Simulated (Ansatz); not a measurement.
# CH7NOSi: the cost of one run

Computed with Ansatz 0.2.0, driven from Python. Level of theory: MP2/def2-TZVPP.

## Step 1: The system

Bond lengths: C1–N2 1.397 Å, N2–Si3 1.662 Å, Si3–O4 1.631 Å, C1–H5 1.114 Å, C1–H6 1.120 Å, C1–H7 1.127 Å, N2–H8 0.974 Å, Si3–H9 1.520 Å, Si3–H10 1.492 Å, O4–H11 0.940 Å. Angles (14 of 16 angles, heavy atoms first): C1–N2–Si3 123.7°, N2–Si3–O4 107.8°, C1–N2–H8 110.7°, Si3–N2–H8 105.9°, N2–C1–H5 115.5°, N2–C1–H6 115.4°, N2–C1–H7 109.8°, N2–Si3–H9 108.8°, N2–Si3–H10 109.9°, O4–Si3–H9 111.5°, O4–Si3–H10 107.9°, Si3–O4–H11 115.1°, H5–C1–H6 107.9°, H5–C1–H7 105.0°.

No structure file is read: the coordinates are typed or built in the script.

## Step 2: The script

Input file tae.py:

```python
# -*- coding: utf-8 -*-
"""Energy to split CH7NOSi into its atoms."""

from collections import Counter
from dataclasses import dataclass

import ansatz as az


@dataclass(frozen=True)
class RunConfig:
    basis_set: str = "def2-TZVPP"
    method: str = "MP2"


cfg = RunConfig()


def single_point(molecule, charge=0, unpaired=0):
    calc = (
        molecule.calculation()
        .basis(gaussian=cfg.basis_set)
        .correlation(cfg.method)
    )
    if charge:
        calc = calc.charge(charge)
    if unpaired:
        calc = calc.spin("collinear", total=unpaired)
    return calc.run().report["free_energy_ev"]

GEOMETRY = """
C    -0.99450    0.99620   -0.27720
N    -0.50500    0.08360    0.66000
Si    0.99730   -0.62140    0.56400
O     0.99320   -1.63060   -0.71770
H    -1.16550    0.58860   -1.29980
H    -0.40430    1.94260   -0.37880
H    -1.99960    1.38380    0.05520
H    -1.13530   -0.64720    0.79020
H     1.27340   -1.36700    1.85980
H     2.03530    0.42330    0.32210
H     0.97030   -1.20890   -1.55720
"""


def main():
    geometry = az.Crystal.molecule()
    for line in GEOMETRY.strip().splitlines():
        symbol, *xyz = line.split()
        geometry = geometry.atom(symbol, [float(v) for v in xyz])

    # Hund ground states
    unpaired = {"C": 2, "N": 3, "Si": 2, "O": 2, "H": 1}
    counts = Counter(site.symbol for site in geometry.cartesian_sites)
    atom_energy = {s: single_point(az.Crystal.molecule().atom(s, (0, 0, 0)), 0, unpaired[s]) for s in counts}
    whole = single_point(geometry, 0, 0)
    for s, e in atom_energy.items():
        print(f"{s:2s} x{counts[s]}  {e:14.5f} eV")
    print(f"CH7NOSi: {whole:.5f} eV")
    split = sum(counts[s] * e for s, e in atom_energy.items()) - whole
    print(f"atomisation energy (no zero-point term): {96.485332 * split:.1f} kJ/mol, {split / sum(counts.values()):.3f} eV an atom")


if __name__ == "__main__":
    main()
```

## Step 3: The calls as engine input

The package turns the script's settings into the engine's input (first run):

```yaml
crystal:
  periodic: [false, false, false]
  atoms:
    - { symbol: C, position_ang: [0.0, 0.0, 0.0] }
basis:
  gaussian:
    orbitals: def2-TZVPP
magnetization:
  spin_polarized: true
  initial_magnetization: 2.0
correlation:
  method: mp2
```

## Step 4: The run

The run is started by

```console
$ python tae.py
```

**Question.** How long does this script take on 1 thread of Arm Neoverse V1, shared host, and how much memory does it need?

About 9.3 s, with a peak of 0.55 GiB.
